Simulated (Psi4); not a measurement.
**B3LYP/def2-SVPD (core potential, sweep point 2) run of InPH4O (SMILES O[PH][InH2])**

Aim: the energy change on altering one bond length of InPH4O at B3LYP/def2-SVPD (core potential, sweep point 2), from 2 runs. 

The calculation is run with Psi4 1.11.

## (1) The molecule

InPH4O has 7 atoms, charge 0, and is taken as a singlet. As SMILES, `O[PH][InH2]`. Geometry: relaxed at PBE0-D4/def2-TZVP. This is one conformer, not always the lowest.

Bond lengths: O1–P2 1.670 Å, P2–In3 2.503 Å, O1–H4 0.960 Å, P2–H5 1.430 Å, In3–H6 1.723 Å, In3–H7 1.728 Å. Angles: O1–P2–In3 100.9°, O1–P2–H5 100.1°, In3–P2–H5 92.3°, P2–O1–H4 109.0°, P2–In3–H6 120.5°, P2–In3–H7 117.4°, H6–In3–H7 122.0°.

## (2) The energy at B3LYP/def2-SVPD (core potential, sweep point 2)

Contents of calc.inp:

```
memory 1600 MB

molecule {
  0 1
  O     -1.844500     0.146900     0.079200
  P     -0.622800    -0.370000    -0.935500
  In     1.396900     0.365900     0.345900
  H     -2.634300     0.311800    -0.441900
  H     -0.483700    -1.722100    -0.492200
  H      1.278200     1.623200     1.518000
  H      2.910100    -0.355700    -0.073500
  symmetry c1
}

set {
  basis                def2-SVPD
  reference            rks
  puream               true
  scf_type             pk
  dft_radial_points    99
  dft_spherical_points 590
}

result = energy('b3lyp')
```

Started as:

```console
$ psi4 calc.inp calc.out -n 1
```

calc.out:

```text
[...]
    !!!  WARNING: ECP capability is in beta. Please check occupations closely.  !!!
[...]
  Running in c1 symmetry.
[...]
  Nuclear repulsion =  173.838427949718067
[...]
  Multiplicity = 1
[...]
  Nalpha       = 24
  Nbeta        = 24
[...]
    Number of basis functions: 111
[...]
   @RKS iter   1:  -608.74675431421724   -6.90498e-01   6.55635e-03 DIIS/ADIIS
[...]
   @RKS iter   9:  -609.02365454631047   -1.08175e-08   2.41482e-07 DIIS
[...]
    Orbital Energies [Eh]
    ---------------------
    Doubly Occupied:
       1A    -77.088438     2A    -19.161354     3A     -6.578901
       4A     -4.747180     5A     -4.742859     6A     -4.740611
       7A     -4.679284     8A     -3.088054     9A     -3.077918
      10A     -3.076566    11A     -1.018345    12A     -0.775761
      13A     -0.769688    14A     -0.767776    15A     -0.767005
      16A     -0.766504    17A     -0.627754    18A     -0.489791
      19A     -0.431180    20A     -0.414407    21A     -0.368261
      22A     -0.296689    23A     -0.285971    24A     -0.234820
[...]
  @RKS Final Energy:  -609.02365454631047
   => Energetics <=
    Nuclear Repulsion Energy =            173.8384279497180671
    One-Electron Energy =               -1258.9586807419948400
    Two-Electron Energy =                 516.5970947206543542
    DFT Exchange-Correlation Energy =     -40.5004964746881058
    Empirical Dispersion Energy =           0.0000000000000000
    VV10 Nonlocal Energy =                  0.0000000000000000
    Total Energy =                       -609.0236545463104676
[...]
 Multipole Moments:
 ------------------------------------------------------------------------------------
     Multipole            Electronic (a.u.)      Nuclear  (a.u.)        Total (a.u.)
 ------------------------------------------------------------------------------------
 L = 1.  Multiply by 2.5417464519 to convert [e a0] to [Debye]
 Dipole X            :         49.5493566          -49.7509560           -0.2015994
 Dipole Y            :         11.9278731          -11.9436085           -0.0157354
 Dipole Z            :         17.3001381          -17.4908515           -0.1907134
 Magnitude           :                                                    0.2779596
[...]
```

Run time: 13 s. Hardware: 1 thread of Intel Xeon 6975P-C (Granite Rapids), shared host; peak memory 0.63 GiB.

## (3) The distorted shape at the same level

Contents of job.inp:

```
memory 1.6 GB

molecule {
  0 1
  O     -1.749539    -0.858947    -0.858486
  P     -0.527839    -1.375847    -1.873186
  In     1.491861    -0.639947    -0.591786
  H     -2.539339    -0.694047    -1.379586
  H     -0.388739    -2.727947    -1.429886
  H      1.278200     1.623200     1.518000
  H      3.005061    -1.361547    -1.011186
  symmetry c1
}

set globals {
  basis                def2-SVPD
  reference            rks
  puream               true
  scf_type             pk
  dft_radial_points    99
  dft_spherical_points 590
}

energy('b3lyp')
print_variables()
```

Started as:

```console
$ psi4 -n 1 job.inp job.out
```

job.out:

```text
[...]
    !!!  WARNING: ECP capability is in beta. Please check occupations closely.  !!!
[...]
  Running in c1 symmetry.
[...]
  Nuclear repulsion =  170.145907393159916
[...]
  Multiplicity = 1
[...]
  Nalpha       = 24
  Nbeta        = 24
[...]
    Number of basis functions: 111
[...]
   @RKS iter   1:  -608.42872144240391   -4.52819e-01   7.23511e-03 ADIIS/DIIS
[...]
   @RKS iter  10:  -608.92880850074994   -4.73067e-08   5.10713e-07 DIIS
[...]
    Orbital Energies [Eh]
    ---------------------
    Doubly Occupied:
       1A    -77.114366     2A    -19.177946     3A     -6.604499
       4A     -4.772332     5A     -4.768665     6A     -4.766392
       7A     -4.703678     8A     -3.110736     9A     -3.104131
      10A     -3.100868    11A     -1.034732    12A     -0.797608
      13A     -0.793736    14A     -0.792401    15A     -0.790824
      16A     -0.787135    17A     -0.647878    18A     -0.508094
      19A     -0.437737    20A     -0.428817    21A     -0.378135
      22A     -0.305160    23A     -0.264712    24A     -0.219700
[...]
  @RKS Final Energy:  -608.92880850074994
   => Energetics <=
    Nuclear Repulsion Energy =            170.1459073931599164
    One-Electron Energy =               -1250.6159068637925884
    Two-Electron Energy =                 511.9501518816172734
    DFT Exchange-Correlation Energy =     -40.4089609117345745
    Empirical Dispersion Energy =           0.0000000000000000
    VV10 Nonlocal Energy =                  0.0000000000000000
    Total Energy =                       -608.9288085007499376
[...]
 Multipole Moments:
 ------------------------------------------------------------------------------------
     Multipole            Electronic (a.u.)      Nuclear  (a.u.)        Total (a.u.)
 ------------------------------------------------------------------------------------
 L = 1.  Multiply by 2.5417464519 to convert [e a0] to [Debye]
 Dipole X            :         49.4941165          -49.8780807           -0.3839642
 Dipole Y            :          9.6748746          -10.5970767           -0.9222021
 Dipole Z            :         15.1389532          -16.2355672           -1.0966140
 Magnitude           :                                                    1.4833906
[...]
```

It took 13 s on 1 thread of Intel Xeon 6975P-C (Granite Rapids), shared host; peak memory 0.63 GiB.

## (4) Results

Level: B3LYP/def2-SVPD (core potential, sweep point 2).

```
                                                          quantity          value
                                         first shape: total energy  -609.02365 Eh
                                        first shape: dipole moment         0.71 D
                                          first shape: HOMO energy       -6.39 eV
                                          first shape: LUMO energy       -2.09 eV
                                        first shape: HOMO–LUMO gap        4.30 eV
                                     distorted shape: total energy  -608.92881 Eh
                                    distorted shape: dipole moment         3.77 D
                                      distorted shape: HOMO energy       -5.98 eV
                                      distorted shape: LUMO energy       -3.23 eV
                                    distorted shape: HOMO–LUMO gap        2.75 eV
energy change with the In3–H6 bond stretched from 1.723 to 3.101 Å       2.581 eV
```

What this shows: With the In3–H6 bond stretched from 1.723 to 3.101 Å the energy rises by 2.58 eV (60 kcal/mol). The first shape isn't relaxed at this level, so the change isn't measured from a minimum. A restricted reference can't describe the breaking bond well at this length.
